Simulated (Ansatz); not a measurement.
What does this script print? It uses the Python package of Ansatz (0.2.0).

Script `bands_sn.py`:
```python
"""Band structure of Sn."""

from dataclasses import dataclass

import ansatz as az
import matplotlib.pyplot as plt
import numpy as np


@dataclass
class Options:
    xc: str = "r2SCAN"
    mesh: tuple[int, ...] = (10, 10, 10)
    occupations: str = "Fermi-Dirac"
    n_empty: int = 10


settings = Options()

sn = (
    az.Lattice.of((-1.89465, 1.89465, 1.89465), (1.89465, -1.89465, 1.89465), (1.89465, 1.89465, -1.89465))
    .atom("Sn", (0.0, 0.0, 0.0))
)

# vertices of the path, as fractions of the reciprocal vectors
path = [
    ("G", (0.0, 0.0, 0.0)),
    ("H", (0.5, -0.5, 0.5)),
    ("N", (0.0, 0.0, 0.5)),
    ("G", (0.0, 0.0, 0.0)),
    ("P", (0.25, 0.25, 0.25)),
    ("H", (0.5, -0.5, 0.5)),
]
base = sn.calculation()
base = base.functional(settings.xc)
base = base.kpoints(mesh=settings.mesh).occupations(settings.occupations, width=150 * az.meV)
base = base.band_structure([point for _, point in path], intervals=6)
base = base.scf(extra_bands=settings.n_empty)
done = base.run()
rep = done.report

n_atoms = len(rep["lattice"]["sites"])
print("F =", round(rep["free_energy_ev"], 4), "eV for", n_atoms, "atoms")
print("E(sigma -> 0) =", round(rep["energy_sigma0_ev"], 4), "eV, TS =", round(rep["entropy_ts_ev"], 5), "eV")
print("closed by", rep["closed_by"], "after", rep["n_iterations"], "iterations")

bands = done.band_structure()
fermi = bands.fermi_energy_ev
print(f"zero of the bands: {fermi:.3f} eV, the Fermi level found on the SCF mesh")
reciprocal = 2 * np.pi * np.linalg.inv(done.lattice.cell_ang).T
steps = np.linalg.norm(np.diff(bands.kpoints_frac @ reciprocal, axis=0), axis=1)
distance = np.concatenate([[0], np.cumsum(steps)])
fig, ax = plt.subplots(figsize=(5, 4))
for channel, colour in zip(bands.channels, ("C0", "C3")):
    ax.plot(distance, channel.eigenvalues_ev - fermi, colour, lw=1)
ax.set_xticks(distance[::6], [label for label, _ in path])
ax.set(ylim=(-4, 4), ylabel="E - E_F (eV)", xlim=(0, distance[-1]))
ax.grid(axis="x")
fig.savefig("bands.png", dpi=100)
first = bands.channels[0].eigenvalues_ev - fermi
near = np.argsort(np.abs(first.mean(axis=0)))[:4]
for band in sorted(near):
    print(f"band {band + 1}: {first[:, band].min():.3f} to {first[:, band].max():.3f} eV")
```

```console
$ python bands_sn.py
DeckWarning: basis.ecutwfc = 500 eV, auto-derived from the records' recommended cutoffs: set by Sn (their level for a meta-GGA)
F = -6038.4056 eV for 1 atoms
E(sigma -> 0) = -6038.3819 eV, TS = 0.04732 eV
closed by deck_thresholds after 6 iterations
zero of the bands: 10.763 eV, the Fermi level found on the SCF mesh
band 6: -11.623 to -2.302 eV
band 7: -4.662 to 8.448 eV
band 8: -2.590 to 8.448 eV
band 9: -1.512 to 8.448 eV
```
(Warnings from the package without file and line.)

Caveats:
- Absolute energies stand on the zero of these potentials, so only differences at equal settings mean something. A total without «per atom» is that of the cell as typed.
- The mesh is modest for a metal, so energies can be off by several to tens of meV an atom and pressures by half a GPa or more; differences at equal mesh fare better.
- This isn't the structure that Sn takes at ambient conditions.
- Gaps and levels are Kohn-Sham values on a finite set of k-points, without spin-orbit coupling.
- Finished in 3.9 s on 1 thread of Intel(R) Xeon(R) Processor @ 2.30GHz, with other jobs on the host, peak memory 0.54 GiB.
